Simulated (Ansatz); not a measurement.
**C3H8ClGa: one species, many methods**

One table from this session's results is given with a row withheld; the runs are named, their logs left out.

Computed with Ansatz 0.2.0, Gaussian basis. Level: functionals in def2-TZVPP, the program's frozen cores in correlated methods.

The runs, in order: LDA (SPW92), PBE-D4, revPBE-D4, BLYP-D4, r2SCAN-D4, B97M-V, PBE0-D4, B3LYP-D4, r2SCANh-D4, r2SCAN0-D4, HSE06-D4, BHLYP-D4, CAM-B3LYP-D4, LC-ωPBE, ωB97X-V, ωB97M-V, B2PLYP, PBE-QIDH; CCSD(T)/def2-SVP; CCSD(T)/def2-TZVPP; CCSD(T)/def2-QZVPP; extrapolation to the limit; RPA on PBE.

### The geometry

All runs share one geometry, relaxed beforehand with PBE0-D4 in a triple-zeta def2 set.

SMILES `C[CH2][Ga]([CH3])[Cl]`, 13 atoms, charge 0, spin multiplicity 1.

Atoms are counted from 1 here; the program's logs count them from 0.

Bond lengths: C1–C2 1.524 Å, C1–H6 1.094 Å, C1–H7 1.093 Å, C1–H8 1.093 Å, C2–Ga3 1.965 Å, C2–H9 1.095 Å, C2–H10 1.095 Å, Ga3–C4 1.957 Å, Ga3–Cl5 2.174 Å, C4–H11 1.092 Å, C4–H12 1.091 Å, C4–H13 1.093 Å. Angles: C2–C1–H6 111.6°, C2–C1–H7 111.9°, C2–C1–H8 111.9°, H6–C1–H7 107.1°, H6–C1–H8 107.1°, H7–C1–H8 107.0°, C1–C2–Ga3 115.3°, C1–C2–H9 111.2°, C1–C2–H10 111.2°, Ga3–C2–H9 106.6°, Ga3–C2–H10 106.6°, H9–C2–H10 105.2°, C2–Ga3–C4 132.1°, C2–Ga3–Cl5 114.0°, C4–Ga3–Cl5 113.9°, Ga3–C4–H11 109.5°, Ga3–C4–H12 112.3°, Ga3–C4–H13 109.4° and more.

The first run:

in.yaml

```yaml
crystal:
  periodic: [false, false, false]
  atoms:
    - {symbol: C, position_ang: [-1.325321, 1.080786, 0.826671]}
    - {symbol: C, position_ang: [-0.014766, 1.381696, 0.109727]}
    - {symbol: Ga, position_ang: [0.958488, -0.191612, -0.553987]}
    - {symbol: C, position_ang: [0.569451, -2.107715, -0.470374]}
    - {symbol: Cl, position_ang: [2.820033, 0.285854, -1.570201]}
    - {symbol: H, position_ang: [-1.815819, 1.996326, 1.170185]}
    - {symbol: H, position_ang: [-1.172934, 0.448479, 1.705373]}
    - {symbol: H, position_ang: [-2.034386, 0.560263, 0.177487]}
    - {symbol: H, position_ang: [0.677253, 1.926950, 0.760163]}
    - {symbol: H, position_ang: [-0.175576, 2.037546, -0.752394]}
    - {symbol: H, position_ang: [0.542839, -2.519527, -1.481667]}
    - {symbol: H, position_ang: [-0.379844, -2.315569, 0.024884]}
    - {symbol: H, position_ang: [1.370882, -2.618175, 0.068833]}
basis:
  gaussian: {orbitals: def2-TZVPP}
hamiltonian: {xc: lda}
output: {orbitals: {seedname: orbitals}}
```

Steps of the session up to this table: LDA; PBE-D4 (GGA); revPBE-D4 (GGA); BLYP-D4 (GGA); r2SCAN-D4 (meta-GGA); B97M-V (meta-GGA); PBE0-D4 (hybrid); B3LYP-D4 (hybrid); r2SCANh-D4 (hybrid); r2SCAN0-D4 (hybrid); HSE06-D4 (hybrid); BHLYP-D4 (hybrid); CAM-B3LYP-D4 (range-separated); LC-ωPBE (range-separated); ωB97X-V (range-separated); ωB97M-V (range-separated); B2PLYP (double hybrid); PBE-QIDH (double hybrid).

One of the session's tables, all rows but one given; the rest of the session is left out.

It belongs to the step «Orbital energies across the functionals». 

```
  functional  HOMO (eV)  gap (eV)
 LDA (SPW92)      -6.47      4.50
      PBE-D4      -6.32      4.63
   revPBE-D4      -6.26      4.71
     BLYP-D4      -6.18      4.55
   r2SCAN-D4      -6.58      5.15
      B97M-V      -6.65      5.05
     PBE0-D4      -7.55      6.66
    B3LYP-D4      -7.32      6.16
  r2SCANh-D4      -7.04      5.88
  r2SCAN0-D4          ?         ?
    HSE06-D4      -7.15      5.90
    BHLYP-D4      -8.66      8.52
CAM-B3LYP-D4      -8.87      8.87
     LC-ωPBE     -10.22     11.43
     ωB97X-V      -9.86     10.88
     ωB97M-V      -9.72     10.50
```

Q: Estimate the row for r2SCAN0-D4 from the others.

Worked estimate for «HOMO (eV)». Against the share of exact exchange, r2SCAN-D4 (0, -6.58), r2SCANh-D4 (0.1, -7.04) give a slope of -4.60 per unit share; at 0.25 the line stands at -7.73.

**Answer.** HOMO (eV): -7.72; gap (eV): 6.97. In «HOMO (eV)» the line misses by -0.01.
